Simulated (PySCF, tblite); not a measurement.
# C₄H₉N₃Si: geometry, infrared bands and NMR shifts

What infrared bands and NMR shifts should C₄H₉N₃Si (`C[SiH](C)n1nccn1`) show?

Computed with tblite 0.8.0 and PySCF 2.14.0, with density-fitted response routines of our own, on a single molecule in the gas phase. Atoms are numbered from 0 throughout.

### 1 Starting geometry

17 atoms, charge 0, multiplicity 1; geometry from: force field or distance geometry start.

Bonds of the start (Å): C0–Si1 1.86, Si1–C2 1.86, Si1–N3 1.79, N3–N4 1.33, N4–C5 1.35, C5–C6 1.38, C6–N7 1.34, N7–N3 1.33, C0–H8 1.11, C0–H9 1.12, C0–H10 1.12, Si1–H11 1.50, C2–H12 1.11, C2–H13 1.11, C2–H14 1.10, C5–H15 1.08, C6–H16 1.08.

### 2 Geometry optimisation with GFN2-xTB

What the job is given:

```
{"job": {"kind": "relax", "xc": "GFN2-xTB", "basis": "xTB"}, "charge": 0, "multiplicity": 1}
C     -1.687400    -1.559300     0.532800
Si    -0.963700     0.150100     0.363200
C     -1.810600     1.098100    -0.991000
N      0.811800     0.152600     0.178300
N      1.537100    -0.473700    -0.745600
C      2.843000    -0.221200    -0.540600
C      2.934500     0.587500     0.576400
N      1.672300     0.779000     0.982900
H     -1.022600    -2.345000     0.107700
H     -1.850800    -1.757200     1.624600
H     -2.656100    -1.665700    -0.015600
H     -1.290700     0.857700     1.638900
H     -1.107400     1.712700    -1.582600
H     -2.498600     1.833100    -0.514300
H     -2.423200     0.423700    -1.602300
H      3.699900    -0.562100    -1.095100
H      3.805400     1.001800     1.072300
```

Run with:

```
$ OMP_NUM_THREADS=1 python probes_run.py task.json out
```

One launch serves the whole session: the jobs run in the order shown.

**Question.** This job is followed by: GFN2-xTB harmonic vibrations, gas phase; GIAO PBE0/pcSseg-1 NMR shielding, non-relativistic, gas phase. What will the session give for the following? strongest single infrared mode (GFN2-xTB); zero-point energy (GFN2-xTB); 13C shifts against TMS (PBE0/pcSseg-1, means over atoms taken as alike); 1H shifts against TMS (PBE0/pcSseg-1, means over atoms taken as alike); 29Si shifts against TMS (PBE0/pcSseg-1); 15N shifts against NH3 (PBE0/pcSseg-1, means over atoms taken as alike).

As calculated:

```
                                                               quantity                  value
                              strongest single infrared mode (GFN2-xTB)  2273 cm⁻¹, 264 km/mol
                                           zero-point energy (GFN2-xTB)          81.2 kcal/mol
13C shifts against TMS (PBE0/pcSseg-1, means over atoms taken as alike)        140.7, -0.9 ppm
 1H shifts against TMS (PBE0/pcSseg-1, means over atoms taken as alike)   7.89, 5.68, 0.50 ppm
                                29Si shifts against TMS (PBE0/pcSseg-1)                1.6 ppm
15N shifts against NH3 (PBE0/pcSseg-1, means over atoms taken as alike)       376.6, 286.9 ppm
```

In words: Over 131 steps the energy fell by 0.661 eV; of the close pairs, Si1–C2 changed most, 1.857 to 1.898 Å. No mode is imaginary among the 45: a minimum at this level. The strongest single mode, at 2273 cm⁻¹, moves mainly H11. Unscaled tight-binding wavenumbers are off by several per cent, some by more. Its intensities can rank the bands wrongly. H15, H16 (mean) (hydrogen on an aromatic CH next to a ring nitrogen) lies farthest downfield among hydrogen, at 7.89 ppm; aromatic region. At PBE0/pcSseg-1: The widest tensor belongs to N4, N7: span 548 ppm, with a paramagnetic part of -433 ppm. NICS(1)zz of -36 ppm above the planar ring from N3 marks a diatropic (aromatic) ring current.
